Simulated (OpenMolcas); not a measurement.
**US12g/ANO-S-VDZ run of BrH2Si (SMILES [SiH2]Br)**

Wanted: a structure relaxation of BrH2Si. 

The calculation is run with OpenMolcas 26.06.

## Step 1: Starting point

BrH2Si has 4 atoms, charge 0, and is taken as a doublet. SMILES: `[SiH2]Br`. The start is not the relaxed shape. The run starts from this shape.

Bond lengths: Si1–Br2 2.215 Å, Si1–H3 1.465 Å, Si1–H4 1.478 Å. Angles: Br2–Si1–H3 109.1°, Br2–Si1–H4 107.3°, H3–Si1–H4 116.0°.

## Step 2: A geometry optimisation at US12g/ANO-S-VDZ

geom.xyz reads:

```xyz
4

Si    -0.145122    -0.210435    -0.388054
Br     1.681818    -0.315681     0.859757
H     -1.291385    -0.670289     0.399979
H     -0.235629     1.165540    -0.920780
```

run.inp reads:

```
&GATEWAY
Coord=geom.xyz
Basis=ANO-S-VDZ
Group=NoSym
>>> EXPORT MOLCAS_MAXITER=40
>>> Do While
&SEWARD
&SCF
UHF
Spin=2
KSDFT=S12G
PrOrbitals=1 1
&SLAPAF
>>> EndDo
```

Run with:

```sh
$ export MOLCAS_MEM=1860
$ pymolcas run.inp > run.log
```

Output:

```text
--- Start Module: gateway ---

                                              &GATEWAY

                       available to each process: 1.9 GB of memory, 1 thread

++    Symmetry information:
      ---------------------

                    Character Table for C1

                             E
                    a        1  x, y, xy, Rz, z, xz, Ry, yz, Rx, I
--

++    Basis set information:
      ----------------------

      Basis set label: SI.ANO-S...4S3P.

      Electronic valence basis set:
      ------------------
      Associated Effective Charge  14.000000 au
      Associated Actual Charge     14.000000 au
      Nuclear Model: Point charge

      Shell  nPrim  nBasis  Cartesian Spherical Contaminant
         s      13       4        X
         p      10       3        X

      Basis set label: BR.ANO-S...5S4P1D.

      Electronic valence basis set:
      ------------------
      Associated Effective Charge  35.000000 au
      Associated Actual Charge     35.000000 au
      Nuclear Model: Point charge

      Shell  nPrim  nBasis  Cartesian Spherical Contaminant
         s      17       5        X
         p      15       4        X
         d       9       1                 X

      Basis set label: H.ANO-S...2S.

      Electronic valence basis set:
      ------------------
      Associated Effective Charge   1.000000 au
      Associated Actual Charge      1.000000 au
      Nuclear Model: Point charge

      Shell  nPrim  nBasis  Cartesian Spherical Contaminant
         s       7       2        X
--

++    Molecular structure info:
      -------------------------

                    ************************************************
                    **** Cartesian Coordinates / bohr, angstrom ****
                    ************************************************

     Center  Label                x              y              z                     x              y              z
        1      SI1             -0.274241      -0.397665      -0.733316             -0.145122      -0.210435      -0.388054
        2      BR2              3.178175      -0.596551       1.624705              1.681818      -0.315681       0.859757
        3      H3              -2.440364      -1.266663       0.755851             -1.291385      -0.670289       0.399979
        4      H4              -0.445274       2.202551      -1.740022             -0.235629       1.165540      -0.920780

                    ***************************************
                    *    InterNuclear Distances / bohr    *
                    ***************************************

               1 SI1           2 BR2           3 H3            4 H4
    1 SI1      0.000000
    2 BR2      4.185570        0.000000
    3 H3       2.768549        5.724678        0.000000
    4 H4       2.793534        5.682055        4.716483        0.000000

                    *******************************************
                    *    InterNuclear Distances / angstrom    *
                    *******************************************

               1 SI1           2 BR2           3 H3            4 H4
    1 SI1      0.000000
    2 BR2      2.214908        0.000000
    3 H3       1.465053        3.029369        0.000000
    4 H4       1.478275        3.006814        2.495855        0.000000

                    **************************************
                    *    Valence Bond Angles / degree    *
                    **************************************
                          Atom centers                 Phi
                      3 H3       1 SI1      4 H4       115.98
--

            Nuclear Potential Energy            139.62289912 au

--- Stop Module: gateway /rc=_RC_ALL_IS_WELL_ ---

>>> EXPORT MOLCAS_MAXITER = 40

--- Start Module: seward ---

                                              &SEWARD

                       available to each process: 1.9 GB of memory, 1 thread

               SEWARD will generate:
                  Multipole Moment integrals up to order  2
                  Kinetic Energy integrals
                  Nuclear Attraction integrals (point charge)
                  One-Electron Hamiltonian integrals
                  Velocity integrals
                  Orbital angular momentum around (  2.2058  -0.5258   0.9798 )
                  Velocity quadrupole around (  2.2058  -0.5258   0.9798 )
                  Two-Electron Repulsion integrals

                   Integrals are discarded if absolute value <: 1.00E-14
                   Integral cutoff threshold is set to       <: 1.00E-16

            Nuclear Potential Energy            139.62289912 au

      Basis set specifications :
      Symmetry species         a
      Basis functions           39

--- Stop Module: seward /rc=_RC_ALL_IS_WELL_ ---

--- Start Module: scf ---

                                                &SCF

                       available to each process: 1.9 GB of memory, 1 thread

++    Input section:
      --------------

      Header of the integral files:

      Cartesian coordinates in angstrom:
      -----------------------------------------------------
      No.  Label        X            Y            Z
      -----------------------------------------------------
       1   SI1       -0.14512200  -0.21043500  -0.38805400
       2   BR2        1.68181800  -0.31568100   0.85975700
       3   H3        -1.29138500  -0.67028900   0.39997900
       4   H4        -0.23562900   1.16554000  -0.92078000
      -----------------------------------------------------
      Nuclear repulsion energy =  139.62289912
--

++    Orbital specifications:
      -----------------------

[... 62 lines left out ...]
++ Convergence information
                               UHF S12G       iterations: Energy and convergence statistics
[... 18 lines left out ...]
       Convergence after  11 Iterations
[... 3 lines left out ...]
 *                                             SCF/KS-DFT Program, Final results                                             *
 *                                                       Final Results                                                       *
[... 143 lines left out ...]
      Title: Natural orbitals
[... 26 lines left out ...]
      Dipole Moment (debye):
[... 84 lines left out ...]
 Convergence test a la Schlegel.
 Convergence criterion on gradient/para.<=: 3.0E-04
 Convergence criterion on step/parameter<=: 3.0E-04
 Convergence criterion on energy change <=: 0.0E+00
[... 17 lines left out ...]
  force constant weighted redundant internal coordinates.
[... 16 lines left out ...]
Iter      Energy       Change     Norm      Max    Element    Max     Element     Final Energy Update Update   Index
[... 4 lines left out ...]
       +  Value      Threshold Converged? +  Value      Threshold Converged? +
[... 6 lines left out ...]
 Convergence not reached yet!
[... 78 lines left out ...]
Iter      Energy       Change     Norm      Max    Element    Max     Element     Final Energy Update Update   Index
[... 5 lines left out ...]
       +  Value      Threshold Converged? +  Value      Threshold Converged? +
[... 6 lines left out ...]
 Convergence not reached yet!
[... 53 lines left out ...]
Iter      Energy       Change     Norm      Max    Element    Max     Element     Final Energy Update Update   Index
[... 6 lines left out ...]
       +  Value      Threshold Converged? +  Value      Threshold Converged? +
[... 6 lines left out ...]
 Convergence not reached yet!
[... 54 lines left out ...]
Iter      Energy       Change     Norm      Max    Element    Max     Element     Final Energy Update Update   Index
[... 7 lines left out ...]
       +  Value      Threshold Converged? +  Value      Threshold Converged? +
[... 6 lines left out ...]
 Convergence not reached yet!
[... 54 lines left out ...]
Iter      Energy       Change     Norm      Max    Element    Max     Element     Final Energy Update Update   Index
[... 8 lines left out ...]
       +  Value      Threshold Converged? +  Value      Threshold Converged? +
[... 6 lines left out ...]
 Convergence not reached yet!
[... 53 lines left out ...]
Iter      Energy       Change     Norm      Max    Element    Max     Element     Final Energy Update Update   Index
[... 9 lines left out ...]
       +  Value      Threshold Converged? +  Value      Threshold Converged? +
[... 6 lines left out ...]
 Convergence not reached yet!
[... 53 lines left out ...]
Iter      Energy       Change     Norm      Max    Element    Max     Element     Final Energy Update Update   Index
[... 10 lines left out ...]
       +  Value      Threshold Converged? +  Value      Threshold Converged? +
[... 6 lines left out ...]
 Geometry is converged in   7 iterations to a Minimum Structure
[... 7 lines left out ...]
  Geometrical information of the final structure
[... 2 lines left out ...]
  NOTE: on convergence the final predicted structure will be printed here.
[... 3 lines left out ...]
 * Nuclear coordinates of the final structure / bohr     *
[... 8 lines left out ...]
 * Nuclear coordinates of the final structure / angstrom *
[... 76 lines left out ...]
      Nuclear repulsion energy =  131.19754342
[... 66 lines left out ...]
++ Convergence information
                               UHF S12G       iterations: Energy and convergence statistics
[... 9 lines left out ...]
       Convergence after   2 Iterations
[... 3 lines left out ...]
 *                                             SCF/KS-DFT Program, Final results                                             *
 *                                                       Final Results                                                       *
[... 38 lines left out ...]
--

++    Static properties:
      ------------------

      LoProp Charges per center

                   SI1      BR2      H3       H4
      Nuclear     14.0000  35.0000   1.0000   1.0000
      Electronic -13.7967 -35.1700  -1.0167  -1.0167

      Total        0.2033  -0.1700  -0.0167  -0.0167
--

      All orbitals with orbital energies smaller than  E(LUMO)+0.5 are printed

++    Molecular orbitals:
      -------------------

      Title: UKS-DFT orbitals (beta)

      Molecular orbitals for symmetry species 1: a

          Orbital            1         2         3         4         5         6         7         8         9        10
          Energy         -480.8540  -65.4720  -61.8342  -55.7001  -55.6969  -55.6966   -8.4482   -6.3091   -6.2970   -6.2957
          Occ. No.          1.0000    1.0000    1.0000    1.0000    1.0000    1.0000    1.0000    1.0000    1.0000    1.0000

          Orbital           11        12        13        14        15        16        17        18        19        20
          Energy           -5.1542   -3.5442   -3.5398   -3.5384   -2.4995   -2.4967   -2.4957   -2.4867   -2.4867   -0.7134
          Occ. No.          1.0000    1.0000    1.0000    1.0000    1.0000    1.0000    1.0000    1.0000    1.0000    1.0000

          Orbital           21        22        23        24        25        26        27        28        29        30
          Energy           -0.4944   -0.3506   -0.3385   -0.2770   -0.2649   -0.1639   -0.0691   -0.0014    0.0326    0.0769
          Occ. No.          1.0000    1.0000    1.0000    1.0000    1.0000    0.0000    0.0000    0.0000    0.0000    0.0000

          Orbital           31        32        33        34        35        36
          Energy            0.0864    0.1047    0.2051    0.2768    0.2972    0.2974
          Occ. No.          0.0000    0.0000    0.0000    0.0000    0.0000    0.0000

--

++    Molecular charges:
      ------------------

      Mulliken charges per centre and basis function type
      ---------------------------------------------------

                            SI1                     BR2                     H3                      H4
                     alpha        beta       alpha        beta       alpha        beta       alpha        beta
      1s           1.0000      1.0000      1.0000      1.0000      0.5364      0.5223      0.5364      0.5223
      2s           0.9981      0.9982      1.0000      1.0000     -0.0192     -0.0149     -0.0192     -0.0149
      2px          1.0002      1.0002      1.0000      1.0000      0.0000      0.0000      0.0000      0.0000
[... 22 lines of this table left out ...]
      Charge            0.2518                 -0.2027                 -0.0246                 -0.0246

      Total electronic charge=   51.000000

      Total            charge=   -0.000000
--

++    Static properties:
      ------------------

      LoProp Charges per center

                   SI1      BR2      H3       H4
      Nuclear     14.0000  35.0000   1.0000   1.0000
      Electronic -13.7967 -35.1700  -1.0167  -1.0167

      Total        0.2033  -0.1700  -0.0167  -0.0167
--

++    Natural Bond Order analysis
      ---------------------------
      Based on LoProp computed density
      -------------------------------------------------------------------------------------
      Atom A       Atom B       Bond Order
      -------------------------------------------------------------------------------------
      NBO located      1.001 non-bonded electrons on atom SI1
      NBO located      1.000 non-bonded electrons on atom SI1
      NBO located      0.998 non-bonded electrons on atom SI1
      NBO located      0.999 non-bonded electrons on atom SI1
      NBO located      0.999 non-bonded electrons on atom SI1
      NBO located      0.968 non-bonded electrons on atom BR2
      NBO located      1.002 non-bonded electrons on atom BR2
      NBO located      1.002 non-bonded electrons on atom BR2
      NBO located      1.000 non-bonded electrons on atom BR2
      NBO located      1.000 non-bonded electrons on atom BR2
      NBO located      1.000 non-bonded electrons on atom BR2
      NBO located      1.000 non-bonded electrons on atom BR2
      NBO located      1.000 non-bonded electrons on atom BR2
      NBO located      1.000 non-bonded electrons on atom BR2
      NBO located      1.000 non-bonded electrons on atom BR2
      NBO located      1.000 non-bonded electrons on atom BR2
      NBO located      1.000 non-bonded electrons on atom BR2
      NBO located      1.000 non-bonded electrons on atom BR2
      NBO located      1.000 non-bonded electrons on atom BR2
      NBO located      1.000 non-bonded electrons on atom BR2
      NBO located      1.000 non-bonded electrons on atom BR2
      The remaining    5.237 electrons are to be considered as diffuse
--

++    Molecular orbitals:
      -------------------

      Title: Natural orbitals

      Molecular orbitals for symmetry species 1: a

          Orbital            1         2         3         4         5         6         7         8         9        10
          Energy         -480.8541  -65.4730  -61.8343  -55.7002  -55.6971  -55.6967   -8.4480   -6.3056   -6.2838   -6.2937
          Occ. No.          2.0000    2.0000    2.0000    2.0000    2.0000    2.0000    2.0000    2.0000    2.0000    2.0000

          Orbital           11        12        13        14        15        16        17        18        19        20
          Energy           -3.6278   -2.8756   -2.4951   -2.6424   -2.4925   -2.9288   -3.0185   -3.5345   -4.6290   -0.7275
          Occ. No.          2.0000    2.0000    2.0000    2.0000    2.0000    2.0000    2.0000    2.0000    2.0000    2.0000

          Orbital           21        22        23        24        25        26        27        28        29        30
          Energy           -0.2699   -0.4491   -0.3696   -0.3554   -0.3176   -0.1923   -0.0431    0.0354    0.1292    0.0598
          Occ. No.          2.0000    1.9999    1.9998    1.9998    1.9996    1.0000    0.0004    0.0002    0.0002    0.0001

          Orbital           31        32        33        34        35        36        37        38        39
          Energy            0.2899    0.2064    0.4153    0.2535    0.3162    0.2963    0.2432    0.4070    0.5935
          Occ. No.          0.0000    0.0000    0.0000    0.0000    0.0000    0.0000    0.0000    0.0000    0.0000

--

++    Molecular properties:
      ---------------------

      Charge (e):
                      =   -0.0000
      Dipole Moment (debye):
      Origin of the operator (angstrom)=    1.2366   -0.3006    0.5498
                   X= -1.8863E+00               Y=  2.3705E-01               Z= -1.1496E+00           Total=  2.2217E+00
      Quadrupole Moment (debye*angstrom):
      Origin of the operator (angstrom)=    1.2366   -0.3006    0.5498
                  XX= -3.1644E+01              XY= -1.3918E-01              XZ=  1.6670E+00              YY= -3.4106E+01
                  YZ= -2.2933E-01              ZZ= -3.3030E+01
      In traceless form (debye*angstrom)
                  XX=  1.9244E+00              XY= -2.0876E-01              XZ=  2.5006E+00              YY= -1.7691E+00
                  YZ= -3.4400E-01              ZZ= -1.5527E-01
--

--- Stop Module: last_energy /rc=_RC_ALL_IS_WELL_ ---
--- Module last_energy spent 1 second ---

>>> END DO

.##################.
.# Happy landing! #.
.##################.

    Timing: Wall=37.73 User=33.16 System=4.30
```

Wall time 38 s (1 thread of Intel Xeon 6975P-C (Granite Rapids), shared host); peak memory 0.38 GiB.

The path in brief:

```
step  energy from the first frame kept (eV)  largest force (eV/Å)
   0                                 0.0000                2.1631
   1                                -0.1171                1.3824
   2                                -0.1649                0.6528
   3                                -0.2059                0.2568
   4                                -0.2100                0.0289
   5                                -0.2101                0.0128
   6                                -0.2101                0.0003
```

After the run. Bond lengths: Si1–Br2 2.365 Å, Si1–H3 1.530 Å, Si1–H4 1.530 Å. Angles: Br2–Si1–H3 107.3°, Br2–Si1–H4 107.3°, H3–Si1–H4 111.0°.

## Step 3: Summary of results

At US12g/ANO-S-VDZ:

```
                          quantity           value
           total energy at the end  -2865.04893 Eh
                     dipole moment          2.22 D
HOMO energy (highest over α and β)        -5.93 eV
 LUMO energy (lowest over α and β)        -4.46 eV
                              ⟨S²⟩           0.752
```

In words: At the final geometry: Bond lengths: Si1–Br2 2.365 Å, Si1–H3 1.530 Å, Si1–H4 1.530 Å. Angles: Br2–Si1–H3 107.3°, Br2–Si1–H4 107.3°, H3–Si1–H4 111.0°. The optimisation took 6 steps and changed the energy by -0.210 eV. Mulliken charges run from -0.20 on Br2 to +0.25 on Si1.
